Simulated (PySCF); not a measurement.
# Si(iPr)2Me2: geometry, NMR shifts, electronic excitations and core binding energies

What NMR shifts, electronic excitations and core binding energies should Si(iPr)2Me2 (`CC(C)[Si](C)(C)C(C)C`) show?

The runs use PySCF 2.14.0, with density-fitted response routines of our own; the level of theory stands in each step. All values are computed, except where a source is named. Atoms are numbered from 0 throughout.

### 1 Starting geometry

29 atoms, charge 0, multiplicity 1; geometry from: GFN2-xTB. The atoms were then displaced at random by about 0.03 Å, so the start is not that level's minimum.

Bonds of the start (Å): Si0–C1 1.91, Si0–C11 1.88, Si0–C21 1.95, Si0–C25 1.87, C1–C2 1.50, C1–C3 1.42, C1–H4 1.09, C2–H5 1.12, C2–H6 1.03, C2–H7 1.11, C3–H8 1.16, C3–H9 1.11, C3–H10 1.17, C11–C12 1.49, C11–C13 1.52, C11–H14 1.10, C12–H15 1.14, C12–H16 1.04, C12–H17 1.13, C13–H18 1.14, C13–H19 1.09, C13–H20 1.11, C21–H22 1.13, C21–H23 1.14, C21–H24 1.07, C25–H26 1.10, C25–H27 1.14, C25–H28 1.10.

### 2 Geometry optimisation at PBE0-D3(BJ)/def2-SVP

What the job is given:

```
{"job": {"xc": "PBE0", "basis": "def2-SVP", "d3": "d3bj", "grid": 1, "maxiter": 40, "shake": 0.03, "kind": "geom"}, "charge": 0, "multiplicity": 1}
Si    -0.315300    -0.076250    -0.253280
C     -0.396340     0.020810     1.651830
C      0.154980    -1.247830     2.225150
C     -1.683730     0.260980     2.204670
H      0.229490     0.853720     1.963710
H      1.220590    -1.382320     1.892320
H     -0.352420    -2.111250     1.970100
H      0.283590    -1.169620     3.324030
H     -1.769600     0.303150     3.362220
H     -2.209450     1.182650     1.884360
H     -2.471690    -0.563550     1.941420
C      1.455980    -0.028780    -0.883730
C      2.104170     1.281180    -0.578580
C      1.449080    -0.255310    -2.390330
H      1.951510    -0.896740    -0.425200
H      2.190140     1.458590     0.546940
H      1.728320     2.141840    -1.034410
H      3.195580     1.213970    -0.870490
H      2.526430    -0.318740    -2.746960
H      0.948720    -1.182640    -2.663280
H      0.944040     0.540920    -2.971580
C     -1.245510     1.492930    -0.955710
H     -1.112870     1.689040    -2.065700
H     -0.906750     2.469780    -0.481730
H     -2.288210     1.470500    -0.728340
C     -1.323100    -1.513400    -0.889810
H     -2.272280    -1.710640    -0.361250
H     -0.703660    -2.437530    -0.651590
H     -1.451240    -1.527660    -1.984240
```

Command:

```console
OMP_NUM_THREADS=2 python probes_run.py task.json out
```

One launch serves the whole session: the jobs run in the order shown.

**Question.** This job is followed by: GIAO PBE0/pcSseg-1 NMR shielding, non-relativistic, gas phase; TDDFT PBE0/def2-SVPD, vertical, gas phase, core orbitals frozen in the response; GIAO wB97X-D/pcSseg-1 NMR shielding, non-relativistic, gas phase; delta-SCF UKS SCAN, pcX-2 on the ionised atom (unc-x2c-TZVPall on a metal), pcseg-1 elsewhere, spin-free X2C. Predict these results of the whole session: point group; rotational constants (main isotopes); 13C shifts against TMS (PBE0/pcSseg-1, means over atoms taken as alike); 1H shifts against TMS (PBE0/pcSseg-1, means over atoms taken as alike); 29Si shifts against TMS (PBE0/pcSseg-1); surface potential, 1st and 99th percentile; lowest singlet (PBE0/def2-SVPD); brightest single state of those computed; lowest triplet; C1s binding energies, SCAN/pcX-2; Si1s binding energies, SCAN/pcX-2; Si2p binding energies, SCAN/pcX-2; range of the shift of Si0.

**Answer**, as computed:

| quantity | value |
| --- | --- |
| point group | C2 |
| rotational constants (main isotopes) | 1.63, 0.96, 0.84 GHz |
| 13C shifts against TMS (PBE0/pcSseg-1, means over atoms taken as alike) | 18.4, 13.6, -9.2 ppm |
| 1H shifts against TMS (PBE0/pcSseg-1, means over atoms taken as alike) | 0.93, 0.58, -0.10 ppm |
| 29Si shifts against TMS (PBE0/pcSseg-1) | 8.3 ppm |
| surface potential, 1st and 99th percentile | -0.25 V and 0.55 V |
| lowest singlet (PBE0/def2-SVPD) | 6.85 eV (181 nm), f = 0.008 |
| brightest single state of those computed | state 6, 7.72 eV, f = 0.031 |
| lowest triplet | 6.75 eV |
| C1s binding energies, SCAN/pcX-2 | C2 290.26, C21 289.68, C1 289.63 eV |
| Si1s binding energies, SCAN/pcX-2 | Si0 1845.13 eV |
| Si2p binding energies, SCAN/pcX-2 | Si0 105.55 eV |
| range of the shift of Si0 | 8.3 to 10.5 ppm |

The start was shaken at random, so part of the energy gained undoes that. Relaxing lowered the energy by 1.040 eV in 14 steps; the close pair that moved most is C1–C3, from 1.422 to 1.529 Å. At PBE0/pcSseg-1: Shielding is most anisotropic at C2, C3, C12, C13 (span 33 ppm, paramagnetic term -82 ppm). The lowest singlet, at 6.85 eV, is HOMO→LUMO 0.97 and is weak; of the 10 states computed, the strongest absorption comes from states 7 to 8 together at 7.86 eV. The lowest triplet lies 0.10 eV below the lowest singlet (triplets in Tamm-Dancoff, singlets in full TDDFT). States above −ε(HOMO) lie where TDDFT describes them poorly and they hang on the basis; the brightest is among them. C2 (carbon bonded to C, 3 H) binds its C1s electron 0.63 eV more tightly than C1 (carbon bonded to 2 C, Si, H). Across the 2 runs the shift of Si0 moves most, between 8.3 (PBE0/pcSseg-1) and 10.5 ppm (wB97X-D/pcSseg-1). Part of that comes from the computed reference.
